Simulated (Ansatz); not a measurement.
# HPbNO4 in Ansatz: convergence with k mesh

The system is HPbNO4.

```
H Pb N O
1.0
     4.19923    0.11117    0.16817
     1.91600    3.89132    0.12568
     1.76085    1.25259    6.37266
H Pb N O
1 1 1 4
Direct
  0.89145 0.68202 0.62796
  0.14426 0.92872 0.88352
  0.25670 0.28861 0.30171
  0.83108 0.65056 0.78405
  0.38694 0.22380 0.11295
  0.31104 0.03576 0.45856
  0.07726 0.60633 0.32275
```

The cell was built by a generator and needn't be a form met in nature.

- Program: Ansatz 0.2.0
- Task: convergence study
- Functional: PBE
- Potentials or basis: Ansatz PAW
- Cutoff: 420 eV (not typed: the program's choice for these potentials)
- k mesh: 2 × 2 × 2
- Occupations: fermi-dirac, width 0.05 eV
- Spin: no spin polarisation

These are the settings of the first run; the series varies k mesh, with any setting tied to it.

Hardware: 8 threads of Intel(R) Xeon(R) Platinum 8488C (Sapphire Rapids), on a shared host.

```csv
k mesh,"energy less the tightest run, at zero smearing (meV/atom)",pressure (GPa),largest force (eV/Å),gap on the mesh (eV),SCF cycles,CPU time (s),peak memory (GiB)
2 × 2 × 2,-3.62,-0.12,0.112,3.083,9,2.5,0.44
3 × 3 × 2,-0.10,-0.01,0.007,2.863,9,3.7,0.46
4 × 4 × 2,0.07,0.00,0.004,2.957,9,5.1,0.47
4 × 4 × 3,0.03,0.00,0.003,2.978,9,6.6,0.48
5 × 5 × 3,0.00,0.00,0.002,2.872,9,11,0.5
7 × 6 × 4,0.01,0.00,0.003,2.822,9,20,0.57
8 × 8 × 5,0.01,0.00,0.003,2.799,9,38,0.72
10 × 10 × 6,-0.01,0.00,0.003,2.797,9,65,0.99
12 × 12 × 7,0.00,0.00,0.003,2.779,9,110,1.4
```

Against the tightest run, the energy stays within 1 meV/atom from 3 × 3 × 2 on; the pressure stays within 0.1 GPa from 3 × 3 × 2 on; the largest force stays within 0.005 eV/Å from 3 × 3 × 2 on. Not settled before the last step: the gap on the mesh (to 0.01 eV). Meshes of other sizes hit other points, so gaps and Fermi surfaces needn't settle smoothly. The tightest run that finished is the yardstick and may itself not be fully converged.

Caveat, for the tightest run too: odd divisions of the mesh miss points on the zone boundary, where band edges often lie, so the gap on the mesh can be too wide; the pressure holds a Pulay correction of +0.6 GPa for the finite cutoff; spin-orbit coupling is left out, which as a rule narrows the gap of such compounds by several tenths of an eV.
